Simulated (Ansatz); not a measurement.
**AlGeH₅Si: how energies converge with the basis set**

The task here is to estimate one member of a computed series from the others.

Program: Ansatz 0.2.0, Gaussian basis. Level of theory: one geometry, several basis sets. These are calculated values, not measurements.

Plan: PBE0-D4/def2-SVP; ωB97M-V/def2-SVP; PBE0-D4/def2-QZVPP; ωB97M-V/def2-QZVPP; the functionals' def2-TZVPP values are taken from earlier runs.

### The geometry

An earlier PBE0-D4 in a triple-zeta def2 set relaxation fixed the geometry.

SMILES `[AlH]1[SiH2][GeH2]1`, 8 atoms, charge 0, spin multiplicity 1.

Atoms are counted from 1 here; the program's logs count them from 0.

Bond lengths: Al1–Si2 2.417 Å, Al1–Ge3 2.450 Å, Al1–H4 1.585 Å, Si2–Ge3 2.442 Å, Si2–H5 1.490 Å, Si2–H6 1.490 Å, Ge3–H7 1.539 Å, Ge3–H8 1.539 Å. Angles: Si2–Al1–Ge3 60.2°, Si2–Al1–H4 150.9°, Ge3–Al1–H4 148.9°, Al1–Si2–Ge3 60.5°, Al1–Si2–H5 121.9°, Al1–Si2–H6 122.1°, Ge3–Si2–H5 116.5°, Ge3–Si2–H6 116.8°, H5–Si2–H6 110.2°, Al1–Ge3–Si2 59.2°, Al1–Ge3–H7 122.9°, Al1–Ge3–H8 123.3°, Si2–Ge3–H7 115.6°, Si2–Ge3–H8 115.9°, H7–Ge3–H8 109.8°.

Coordinates:

```xyz
8

Al   -1.3002   -0.1135   -1.0150
Si    0.2644    1.2384    0.2371
Ge    0.4646   -1.1948    0.2957
H    -2.5510   -0.2492   -1.9793
H     1.3706    1.9816   -0.4293
H    -0.1144    1.9111    1.5115
H     1.7420   -1.7733   -0.3387
H     0.2161   -1.8575    1.6622
```

The first run:

in.yaml

```yaml
crystal:
  periodic: [false, false, false]
  atoms:
    - {symbol: Al, position_ang: [-1.300185, -0.113455, -1.014969]}
    - {symbol: Si, position_ang: [0.264413, 1.238410, 0.237134]}
    - {symbol: Ge, position_ang: [0.464577, -1.194834, 0.295655]}
    - {symbol: H, position_ang: [-2.550964, -0.249201, -1.979330]}
    - {symbol: H, position_ang: [1.370560, 1.981638, -0.429280]}
    - {symbol: H, position_ang: [-0.114398, 1.911148, 1.511453]}
    - {symbol: H, position_ang: [1.741992, -1.773283, -0.338671]}
    - {symbol: H, position_ang: [0.216104, -1.857524, 1.662211]}
basis:
  gaussian: {orbitals: def2-SVP}
hamiltonian: {xc: pbe0, dispersion: d4}
output: {orbitals: {seedname: orbitals}}
```

The run is started by

```console
$ ansatz run in.yaml --threads 2 --pin off --events-out ev --progress --plain --max-ram 4352MiB
```

Among the steps run: PBE0-D4 in def2-SVP; ωB97M-V in def2-SVP; PBE0-D4 in def2-QZVPP; ωB97M-V in def2-QZVPP.

One of the session's tables, all rows but one given; the rest of the session is left out.

```
functional       basis  HOMO (eV)  LUMO (eV)
   PBE0-D4    def2-SVP          ?          ?
   PBE0-D4  def2-TZVPP      -6.29      -2.61
   PBE0-D4  def2-QZVPP      -6.29      -2.62
   ωB97M-V    def2-SVP      -8.14      -0.86
   ωB97M-V  def2-TZVPP      -8.16      -0.90
   ωB97M-V  def2-QZVPP      -8.17      -0.94
```

Estimate the missing values for PBE0-D4, def2-SVP.

**Answer.** HOMO (eV): -6.31; LUMO (eV): -2.62. In the column «HOMO (eV)» it lies between ωB97M-V, def2-SVP (-8.14) and PBE0-D4, def2-TZVPP (-6.29).
